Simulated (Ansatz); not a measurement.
# Nb2AlC: the cost of one run

Program: Ansatz 0.2.0. Level of theory: DFT PBEsol, scalar-relativistic, plane waves, PAW. These are calculated values, not measurements.

**1. The starting structure**

The structure is hexagonal, space group P6_3/mmc (No. 194). The conventional cell has a = 3.123 Å, b = 3.123 Å, c = 13.938 Å, α = 90.00°, β = 90.00°, γ = 120.00°. Al (site symmetry -6m2) has 6 Nb at 2.87 Å and 6 Al at 3.12 Å as nearest neighbours. Around Nb (site symmetry 3m) lie 3 C at 2.19 Å. C (site symmetry -3m) has 6 Nb at 2.19 Å as nearest neighbours.

As a file:

```cif
data_structure
_symmetry_space_group_name_H-M 'P6_3/mmc'
_symmetry_Int_Tables_number 194
_cell_length_a 3.1226
_cell_length_b 3.1226
_cell_length_c 13.9381
_cell_angle_alpha 90.000
_cell_angle_beta 90.000
_cell_angle_gamma 120.000
_cell_volume 117.69
loop_
_atom_site_label
_atom_site_type_symbol
_atom_site_symmetry_multiplicity
_atom_site_Wyckoff_symbol
_atom_site_fract_x
_atom_site_fract_y
_atom_site_fract_z
_atom_site_occupancy
Al1 Al 2 d 0.33333 0.66667 0.75000 1
Nb1 Nb 4 f 0.33333 0.66667 0.08975 1
C1 C 2 a 0.00000 0.00000 0.00000 1
```

Source of the structure: the Materials Project (structure only).

(A quick probe on a coarse mesh, which set the mesh and smearing, is not shown.)

**3. Relaxing cell and atoms**

input.yaml

```yaml
crystal:
  lattice:
    - [3.1225695162, 0.0, 0.0]
    - [-1.5612847581, 2.7042245261, 0.0]
    - [0.0, 0.0, 13.93806553]
  atoms:
    - { symbol: Al, position: [0.33333333, 0.66666667, 0.75] }
    - { symbol: Al, position: [0.66666667, 0.33333333, 0.25] }
    - { symbol: Nb, position: [0.33333333, 0.66666667, 0.0897486] }
    - { symbol: Nb, position: [0.66666667, 0.33333333, 0.5897486] }
    - { symbol: Nb, position: [0.66666667, 0.33333333, 0.9102514] }
    - { symbol: Nb, position: [0.33333333, 0.66666667, 0.4102514] }
    - { symbol: C, position: [0.0, 0.0, 0.0] }
    - { symbol: C, position: [0.0, 0.0, 0.5] }
basis:
  ecutwfc: 420
kpoints:
  mp_grid: { grid: [15, 15, 4] }
hamiltonian:
  xc: pbesol
scf:
  occupations: { method: gaussian, width: 0.1 }
output:
  forces: true
  stress: true
  eigenvalues: true
relax:
  adjacent_minimum: "off"
  f_tol: 0.005
  max_steps: 80
  cell: { stress_tol: 0.05 }
```

Launch:

```sh
ansatz run input.yaml --threads 4 --pin off --max-ram 10240MiB --backend cpu --events-out ev --progress --plain --runs-dir out
```

Q: Estimate wall time and peak memory on 4 threads of Intel Xeon Platinum 8488C (Sapphire Rapids), shared host.

About 24 s, with a peak of 0.73 GiB.
